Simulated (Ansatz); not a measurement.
# AlRu: Fermi surface or band edges

Is AlRu a metal, and what do its states look like over the zone? Levels and slopes are computed on a dense mesh; the geometry is as given.

Computed with Ansatz 0.2.0 (DFT LDA, scalar-relativistic, plane waves, PAW; levels and slopes on a dense k mesh at the converged density, unless a step's input says otherwise).

**1. The starting structure**

The structure is cubic, space group Pm-3m (No. 221). The conventional cell has a = 2.992 Å, b = 2.992 Å, c = 2.992 Å, α = 90.00°, β = 90.00°, γ = 90.00°. Around Al (site symmetry m-3m) lie 8 Ru at 2.59 Å. Ru (site symmetry m-3m) has 8 Al at 2.59 Å as nearest neighbours.

Coordinates:

```
Al Ru
1.0
     2.99160    0.00000    0.00000
     0.00000    2.99160    0.00000
     0.00000    0.00000    2.99160
Al Ru
1 1
Cartesian
  0.0000 0.0000 0.0000
  1.4958 1.4958 1.4958
```

The structure comes from the Crystallography Open Database and is not relaxed.

**2. Self-consistency and the dense mesh**

input.yaml reads:

```yaml
crystal:
  lattice:
    - [2.9916, 0.0, 0.0]
    - [0.0, 2.9916, 0.0]
    - [0.0, 0.0, 2.9916]
  atoms:
    - { symbol: Al, position: [0.0, 0.0, 0.0] }
    - { symbol: Ru, position: [0.5, 0.5, 0.5] }
basis:
  ecutwfc: 420
kpoints:
  mp_grid: { grid: [14, 14, 14] }
hamiltonian:
  xc: lda
scf:
  occupations: { method: gaussian, width: 0.05 }
output:
  forces: true
  eigenvalues: true
  eigenstates:
    nscf_kmesh: { grid: [34, 34, 34] }
    top_band: c6
    de_dk: true
    localisation: true
  stress: true
checkpoint:
  write: ck
  compress: false
  write_wavefunctions: false
  write_every: 100000
```

Launch:

```
ansatz run input.yaml --threads 2 --pin off --max-ram 5120MiB --backend cpu --events-out ev --progress --plain --runs-dir out
```

**Question.** What will these runs give? Wanted: bands with resolved sheets at the Fermi level; density of states at the Fermi level; intraband plasma frequencies, principal values in rising order.

The runs gave:

| quantity | value |
| --- | --- |
| bands with resolved sheets at the Fermi level | 3 |
| density of states at the Fermi level | 1.6 states/eV per cell |
| intraband plasma frequencies, principal values in rising order | 7.7, 7.7 and 7.7 eV |

**Reading.** Three bands cross the Fermi level with sheets large enough to resolve; this is a three-dimensional metal. Band 10 adds most to the density of states (1.2 states/eV), with a mean Fermi speed of 4.9 × 10⁵ m/s.
